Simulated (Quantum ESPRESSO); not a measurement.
A run of Quantum ESPRESSO 7.5:

The input pw.in:

```
&CONTROL
  calculation = 'scf'
  prefix = 'pwscf'
  outdir = './tmp'
  pseudo_dir = './pseudo'
  tprnfor = .true.
  tstress = .true.
  disk_io = 'low'
/
&SYSTEM
  ibrav = 0
  celldm(1) = 8
  nat = 2
  ntyp = 2
  ecutwfc = 45
  ecutrho = 360
  nbnd = 17
  occupations = 'smearing'
  smearing = 'mv'
  degauss = 0.01469973
/
&ELECTRONS
  conv_thr = 4d-10
  electron_maxstep = 120
  mixing_beta = 0.5
/
ATOMIC_SPECIES
Bi   208.9804 bi_pbe_v1.uspp.F.UPF
Te   127.6000 te_pbe_v1.uspp.F.UPF
CELL_PARAMETERS alat
  0.5722817713243   0.3304070347278   0.7835966586787
 -0.5722817713243   0.3304070347278   0.7835966586787
  0.0000000000000  -0.6608140694556   0.7835966586787
ATOMIC_POSITIONS crystal
Bi     0.5000000000    0.5000000000    0.5000000000
Te     0.0000000000    0.0000000000    0.0000000000
K_POINTS automatic
5 5 5 0 0 0
```

relax.in

```
&CONTROL
  calculation = 'vc-relax'
  prefix = 'pwscf'
  outdir = './tmp'
  pseudo_dir = './pseudo'
  tprnfor = .true.
  tstress = .true.
  disk_io = 'low'
  nstep = 40
  forc_conv_thr = 0.0001
  etot_conv_thr = 1d-06
/
&SYSTEM
  ibrav = 0
  celldm(1) = 8
  nat = 2
  ntyp = 2
  ecutwfc = 45
  ecutrho = 360
  nbnd = 17
  occupations = 'smearing'
  smearing = 'mv'
  degauss = 0.01469973
/
&ELECTRONS
  conv_thr = 4d-10
  electron_maxstep = 120
  mixing_beta = 0.5
/
&IONS
  ion_dynamics = 'bfgs'
/
&CELL
  cell_dynamics = 'bfgs'
  press = 0
  press_conv_thr = 0.2
/
ATOMIC_SPECIES
Bi   208.9804 bi_pbe_v1.uspp.F.UPF
Te   127.6000 te_pbe_v1.uspp.F.UPF
CELL_PARAMETERS alat
  0.5722817713243   0.3304070347278   0.7835966586787
 -0.5722817713243   0.3304070347278   0.7835966586787
  0.0000000000000  -0.6608140694556   0.7835966586787
ATOMIC_POSITIONS crystal
Bi     0.5000000000    0.5000000000    0.5000000000
Te     0.0000000000    0.0000000000    0.0000000000
K_POINTS automatic
5 5 5 0 0 0
```

Contents of scf2.in:

```
&CONTROL
  calculation = 'scf'
  prefix = 'pwscf'
  outdir = './tmp'
  pseudo_dir = './pseudo'
  tprnfor = .true.
  tstress = .true.
  disk_io = 'low'
/
&SYSTEM
  ibrav = 0
  celldm(1) = 8
  nat = 2
  ntyp = 2
  ecutwfc = 45
  ecutrho = 360
  nbnd = 17
  occupations = 'smearing'
  smearing = 'mv'
  degauss = 0.01469973
/
&ELECTRONS
  conv_thr = 1d-13
  electron_maxstep = 120
  mixing_beta = 0.5
  startingpot = 'file'
  startingwfc = 'file'
/
ATOMIC_SPECIES
Bi   208.9804 bi_pbe_v1.uspp.F.UPF
Te   127.6000 te_pbe_v1.uspp.F.UPF
CELL_PARAMETERS alat
  0.5735423302692   0.3311348187765   0.7703354359847
 -0.5735423302692   0.3311348187765   0.7703354359847
 -0.0000000000000  -0.6622696375412   0.7703354359897
ATOMIC_POSITIONS crystal
Bi     0.5000000000    0.5000000000    0.5000000000
Te     0.0000000000    0.0000000000    0.0000000000
K_POINTS automatic
5 5 5 0 0 0
```

ph.in

```
phonons of BiTe
&INPUTPH
  prefix = 'pwscf'
  outdir = './tmp'
  tr2_ph = 1d-18
  fildyn = 'dyn'
  niter_ph = 90
  alpha_mix(1) = 0.4
/
0.0000000000 0.0000000000 0.0000000000
```

The input dynmat.in:

```
&INPUT
  fildyn = 'dyn'
  asr = 'crystal'
  filout = 'dynmat.disp'
  fileig = 'dynmat.eig'
/
```

Potentials or basis: GBRV 1.5 PBE.

Launch:

```console
$ OMP_NUM_THREADS=1 pw.x -in pw.in > pw.out
$ OMP_NUM_THREADS=1 pw.x -in relax.in > relax.out
$ OMP_NUM_THREADS=1 pw.x -in scf2.in > scf2.out
$ OMP_NUM_THREADS=1 ph.x -in ph.in > ph.out
$ OMP_NUM_THREADS=1 dynmat.x -in dynmat.in > dynmat.out
```

Hardware: 1 thread of Arm Neoverse V1 (shared host).

Estimate the wall time of this run.

Run time: 7 min on 1 thread of Arm Neoverse V1, with other jobs on the host, peak memory 0.23 GiB. Counts: scf iterations 89, k pools 1, bands 17, ion steps 11, k points 19, g dense 52429.
